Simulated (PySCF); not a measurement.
# C₂H₇AsBP: geometry, electronic excitations

Aim: predict the electronic excitations of C₂H₇AsBP (`[H][As@OH25+]([H])([H])[B@H-](P)C#C`).

The runs use PySCF 2.14.0, with density-fitted response routines of our own; the level of theory stands in each step. All values are computed, except where a source is named. Atoms are numbered from 0 throughout.

**1. The molecule as given**

12 atoms, charge 0, multiplicity 1; geometry from: GFN2-xTB. The atoms were then displaced at random by about 0.01 Å, so the start is not that level's minimum.

Bonds of the start (Å): C0–C1 1.19, C1–B2 1.50, B2–P3 1.89, C0–H5 1.08, B2–H6 1.16, P3–H7 1.39, P3–H8 1.41, As4–H9 1.47, As4–H10 1.50, As4–H11 1.48.

**2. Optimising the geometry at PBE0-D3(BJ)/def2-SVP**

The job: settings as JSON, then the geometry in Å.

```
{"job": {"xc": "PBE0", "basis": "def2-SVP", "d3": "d3bj", "grid": 1, "shake": 0.01, "kind": "geom"}, "charge": 0, "multiplicity": 1}
C     -0.778230     2.308550    -0.245610
C     -1.128340     1.327450     0.339560
B     -1.524930     0.061470     1.031480
P     -0.707680    -1.533830     0.439780
As     2.103390    -0.249940    -0.078240
H     -0.540080     3.223590    -0.758570
H     -2.168620     0.082160     1.997990
H     -0.891950    -1.372730    -0.929950
H     -1.807080    -2.403110     0.620590
H      1.529380    -0.103810    -1.428560
H      3.412930     0.261650    -0.593270
H      2.540910    -1.629730    -0.404230
```

On the command line:

```
$ OMP_NUM_THREADS=1 python probes_run.py task.json out
```

One launch serves the whole session: the jobs run in the order shown.

**Question.** This job is followed by: TDDFT PBE0/aug-cc-pVDZ, vertical, gas phase, core orbitals frozen in the response; TDDFT PBE0/def2-TZVPD, vertical, gas phase, core orbitals frozen in the response. Predict these results of the whole session: point group; rotational constants (main isotopes); lowest singlet (PBE0/aug-cc-pVDZ); brightest single state of those computed; lowest triplet; range of the lowest singlet.

As calculated:

```
                                quantity                        value
                             point group                           C1
    rotational constants (main isotopes)         2.45, 1.00, 0.74 GHz
       lowest singlet (PBE0/aug-cc-pVDZ)  3.75 eV (330 nm), f = 0.021
brightest single state of those computed  state 3, 4.68 eV, f = 0.110
                          lowest triplet                      3.05 eV
             range of the lowest singlet              3.74 to 3.75 eV
```

**Reading.** Relaxing lowered the energy by 0.284 eV in 11 steps; the close pair that moved most is B2–As4, from 3.807 to 4.177 Å. No frequency check was run at this level, so the end point may be a saddle. The structure rearranged or came apart on optimisation; the results belong to the end geometry, not to the formula as drawn. The lowest singlet, at 3.75 eV, is HOMO→LUMO 0.65, HOMO−2→LUMO 0.25 and is weak; of the 10 states computed, the strongest absorption comes from state 3 at 4.68 eV. The lowest triplet lies 0.71 eV below the lowest singlet (triplets in Tamm-Dancoff, singlets in full TDDFT). The lowest singlet runs from 3.74 eV (PBE0/def2-TZVPD) to 3.75 eV (PBE0/aug-cc-pVDZ), while the orbital gap spans 4.99 to 5.00 eV. The lowest state need not be the same one in every run.
